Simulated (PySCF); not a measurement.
# C₆H₉AlFN: magnetic properties

Aim: compute the magnetic properties of C₆H₉AlFN (`C#C[C@@H](C#[N+][AlH2-][CH3])CF`).

Programs: PySCF 2.14.0, with routines of our own; each step states its level. All values are computed. Atoms count from 0.

## 1. The system as given

18 atoms, charge 0, multiplicity 1; geometry from: GFN2-xTB.

## 2. Magnetic properties: GIAO BHandHLYP/pcSseg-1

The job: settings as JSON, then the geometry in Å.

```
{"job": {"kind": "mag", "xc": "BHandHLYP", "basis": "pcSseg-1", "isotopologues": 0}, "charge": 0, "multiplicity": 1}
C     -2.972092    -1.563875     0.451841
C     -2.412557    -0.537010     0.699878
C     -1.705386     0.707691     0.977048
C     -0.309212     0.472729     0.706325
N      0.788250     0.263337     0.452137
Al     2.125478    -1.218041     0.199375
C      3.705353    -0.493271    -0.778089
C     -2.257948     1.856213     0.109820
F     -1.729237     3.044774     0.523596
H     -3.472649    -2.464011     0.250714
H     -1.818216     0.974995     2.037117
H      1.075764    -2.117679    -0.556779
H      2.162899    -1.502708     1.742349
H      3.622994     0.557967    -1.081029
H      4.623767    -0.562535    -0.181615
H      3.901793    -1.056513    -1.699610
H     -3.345164     1.921821     0.225708
H     -1.992597     1.722435    -0.943761
```

With the program's defaults for keys left out, this is: GIAO BHandHLYP/pcSseg-1 magnetisability, rotational g tensor and spin-rotation constants, non-relativistic, gas phase.

Launch:

```sh
$ OMP_NUM_THREADS=1 python excited_run.py task.json out
```

The driver reads the jobs from task.json and runs them one after another.

The program printed:

```text
coarse grid: 15872 points
cycle   1  E = -630.5113501291  dE =  1.186e+00  |g| = 7.695e-01  |ddm| = 3.813e+00
cycle   2  E = -630.4042495774  dE =  1.071e-01  |g| = 1.107e+00  |ddm| = 1.627e+00
cycle   3  E = -630.6468155055  dE = -2.426e-01  |g| = 1.855e-01  |ddm| = 9.216e-01
cycle   4  E = -630.6532432162  dE = -6.428e-03  |g| = 7.552e-02  |ddm| = 1.558e-01
cycle   5  E = -630.6543804714  dE = -1.137e-03  |g| = 1.316e-02  |ddm| = 5.988e-02
cycle   6  E = -630.6544106716  dE = -3.020e-05  |g| = 4.023e-03  |ddm| = 1.618e-02
cycle   7  E = -630.6544142099  dE = -3.538e-06  |g| = 1.422e-03  |ddm| = 3.922e-03
final grid: 150088 points
cycle   8  E = -630.7028795677  dE = -1.708e-05  |g| = 3.721e-03  |ddm| = 1.697e-02
cycle   9  E = -630.7028788950  dE =  6.728e-07  |g| = 4.270e-03  |ddm| = 5.709e-03
cycle  10  E = -630.7028826497  dE = -3.755e-06  |g| = 6.976e-04  |ddm| = 2.976e-03
cycle  11  E = -630.7028827451  dE = -9.540e-08  |g| = 2.526e-04  |ddm| = 5.145e-04
cycle  12  E = -630.7028827558  dE = -1.070e-08  |g| = 9.616e-05  |ddm| = 2.133e-04
cycle  13  E = -630.7028827578  dE = -1.994e-09  |g| = 3.420e-05  |ddm| = 8.110e-05
cycle  14  E = -630.7028827581  dE = -2.638e-10  |g| = 7.433e-06  |ddm| = 2.650e-05
converged SCF energy = -630.7028827581

Magnetisability tensor (1e-30 J/T^2)
    -1543.12      -14.41        8.81
      -14.41    -1533.46      -40.58
        8.81      -40.58    -1385.08
isotropic -1487.22   principal values   -1555.66  -1532.16  -1373.83
isotropic susceptibility -89.562 1e-6 cm^3/mol

Inertial axes            a          b          c
rot. const./GHz      1.8990     0.6157     0.4870
chi total           -92.457    -92.621    -83.609
chi diamagnetic    -736.966  -2047.084  -2520.430
chi paramagnetic    644.509   1954.463   2436.821
quadrupole/D A       -4.933      3.479      1.454
g nuclear            0.5585     0.5586     0.5504
g electronic        -0.5750    -0.5653    -0.5575
g total             -0.0165    -0.0067    -0.0071

Spin-rotation constants (kHz, H = +C I.J)
atom  isotope        aa         bb         cc
  4    14N        0.054      0.120      0.094
  5   27Al        1.106      0.342      0.293
  8    19F        0.645      0.246      0.122
  9     1H       -0.225      0.003     -0.052
 10     1H       -0.182     -0.071      0.013
 11     1H       -0.109     -0.009     -0.020
 12     1H       -0.128     -0.043      0.011
 13     1H       -0.176     -0.013     -0.053
 14     1H       -0.083     -0.065     -0.034
 15     1H       -0.153     -0.062     -0.018
 16     1H        0.098     -0.063     -0.051
 17     1H       -0.151     -0.072      0.021
  0    13C*       0.636      0.047      0.157
  1    13C*       0.643      0.010      0.148
  2    13C*       0.300      0.086      0.071
  3    13C*       0.055      0.277      0.224
  6    13C*       0.177      0.057      0.046
  7    13C*       0.520      0.114      0.127
* in the singly substituted isotopologue
```

Wall time 53 s (1 thread of Arm Neoverse V1, shared host); peak memory 0.93 GiB.

In short:

```csv
quantity,value
magnetisability,-1487·10⁻³⁰ J/T²
molar susceptibility,-89.6·10⁻⁶ cm³/mol
"rotational g (a, b, c)","-0.0165, -0.0067, -0.0071"
```

## 3. Magnetic properties: GIAO PBE/cc-pVDZ

Settings changed since step 2:

```diff
@@ -1,2 +1,2 @@
-{"job": {"kind": "mag", "xc": "BHandHLYP", "basis": "pcSseg-1", "isotopologues": 0}, "charge": 0, "multiplicity": 1}
+{"job": {"kind": "mag", "xc": "PBE", "basis": "cc-pVDZ", "scf": {"guess": "sap"}}, "charge": 0, "multiplicity": 1}
 C     -2.972092    -1.563875     0.451841
```

Level: GIAO PBE/cc-pVDZ magnetisability, rotational g tensor and spin-rotation constants, non-relativistic, gas phase.

The program printed:

```text
final grid: 150088 points
cycle   1  E = -576.9285593050  dE =  4.844e+01  |g| = 8.317e+00  |ddm| = 6.549e+01
cycle   2  E = -371.1176510547  dE =  2.058e+02  |g| = 1.878e+01  |ddm| = 1.057e+02
cycle   3  E = -583.1665778679  dE = -2.120e+02  |g| = 8.802e+00  |ddm| = 8.191e+01
cycle   4  E = -607.4721080442  dE = -2.431e+01  |g| = 6.629e+00  |ddm| = 2.501e+01
cycle   5  E = -594.9328563724  dE =  1.254e+01  |g| = 6.891e+00  |ddm| = 4.039e+01
cycle   6  E = -628.9867813066  dE = -3.405e+01  |g| = 2.208e+00  |ddm| = 3.895e+01
cycle   7  E = -616.3010014434  dE =  1.269e+01  |g| = 4.124e+00  |ddm| = 1.107e+01
cycle   8  E = -629.9972544500  dE = -1.370e+01  |g| = 1.120e+00  |ddm| = 9.284e+00
cycle   9  E = -630.2078700368  dE = -2.106e-01  |g| = 7.728e-01  |ddm| = 2.465e+00
cycle  10  E = -630.2996131030  dE = -9.174e-02  |g| = 4.801e-01  |ddm| = 1.389e+00
cycle  11  E = -630.3463357006  dE = -4.672e-02  |g| = 2.115e-01  |ddm| = 7.701e-01
cycle  12  E = -630.3580371047  dE = -1.170e-02  |g| = 7.699e-02  |ddm| = 4.860e-01
cycle  13  E = -630.3593146446  dE = -1.278e-03  |g| = 3.963e-02  |ddm| = 2.018e-01
cycle  14  E = -630.3596478471  dE = -3.332e-04  |g| = 1.658e-02  |ddm| = 8.125e-02
cycle  15  E = -630.3597077805  dE = -5.993e-05  |g| = 6.285e-03  |ddm| = 3.127e-02
cycle  16  E = -630.3597148071  dE = -7.027e-06  |g| = 1.516e-03  |ddm| = 1.383e-02
cycle  17  E = -630.3597152789  dE = -4.718e-07  |g| = 8.684e-04  |ddm| = 3.745e-03
cycle  18  E = -630.3597154690  dE = -1.901e-07  |g| = 9.121e-05  |ddm| = 1.367e-03
cycle  19  E = -630.3597154706  dE = -1.586e-09  |g| = 5.539e-05  |ddm| = 2.881e-04
cycle  20  E = -630.3597154712  dE = -5.830e-10  |g| = 2.972e-05  |ddm| = 9.787e-05
converged SCF energy = -630.3597154712

Magnetisability tensor (1e-30 J/T^2)
    -1517.84       -5.82       14.75
       -5.82    -1497.91      -45.25
       14.75      -45.25    -1340.61
isotropic -1452.12   principal values   -1519.49  -1509.65  -1327.22
isotropic susceptibility -87.449 1e-6 cm^3/mol

Inertial axes            a          b          c
rot. const./GHz      1.8990     0.6157     0.4870
chi total           -91.296    -90.188    -80.862
chi diamagnetic    -733.700  -2043.337  -2516.147
chi paramagnetic    642.404   1953.149   2435.285
quadrupole/D A       -4.085      3.511      0.574
g nuclear            0.5585     0.5586     0.5504
g electronic        -0.5731    -0.5649    -0.5571
g total             -0.0146    -0.0063    -0.0067

Spin-rotation constants (kHz, H = +C I.J)
atom  isotope        aa         bb         cc
  4    14N        0.054      0.107      0.084
  5   27Al        0.942      0.305      0.273
  8    19F        0.844      0.325      0.191
  9     1H       -0.230      0.004     -0.053
 10     1H       -0.183     -0.071      0.016
 11     1H       -0.107     -0.008     -0.018
 12     1H       -0.126     -0.041      0.013
 13     1H       -0.176     -0.012     -0.054
 14     1H       -0.084     -0.066     -0.033
 15     1H       -0.157     -0.062     -0.017
 16     1H        0.108     -0.063     -0.051
 17     1H       -0.148     -0.071      0.024
  0    13C*       0.552      0.044      0.137
  1    13C*       0.567      0.015      0.131
  2    13C*       0.288      0.082      0.073
  3    13C*       0.092      0.235      0.191
  6    13C*       0.152      0.049      0.041
  7    13C*       0.498      0.106      0.121
* in the singly substituted isotopologue
```

Wall time 70 s (1 thread of Arm Neoverse V1, shared host); peak memory 0.7 GiB.

Key values:

```csv
quantity,value
magnetisability,-1452·10⁻³⁰ J/T²
molar susceptibility,-87.4·10⁻⁶ cm³/mol
"rotational g (a, b, c)","-0.0146, -0.0063, -0.0067"
```

## 4. The levels compared

```csv
level,ξ (10⁻³⁰ J/T²),g(a),g(b),gap (eV),functions,time
GIAO BHandHLYP/pcSseg-1,-1487,-0.0165,-0.0067,7.96,205,53 s
GIAO PBE/cc-pVDZ,-1452,-0.0146,-0.0063,3.52,175,70 s
```

## 5. Outcome

| quantity | value |
| --- | --- |
| magnetisability (step 2, GIAO BHandHLYP/pcSseg-1) | -1487·10⁻³⁰ J/T² |
| molar susceptibility (step 2, GIAO BHandHLYP/pcSseg-1) | -89.6·10⁻⁶ cm³/mol |
| rotational g (a, b, c) (step 2, GIAO BHandHLYP/pcSseg-1) | -0.0165, -0.0067, -0.0071 |
| magnetisability over the levels | -1487 to -1452·10⁻³⁰ J/T² |

In words: The geometry comes from tight binding, which is rough for metal atoms, and these values hang on it. The magnetisability spreads by 2.4 % over 2 levels, from GIAO BHandHLYP/pcSseg-1 (53 s) to GIAO PBE/cc-pVDZ (70 s); the runs took 53 s to 70 s. Two levels can agree by chance, so this spread shows no convergence. Vibrational averaging and real surroundings are missing from these values.
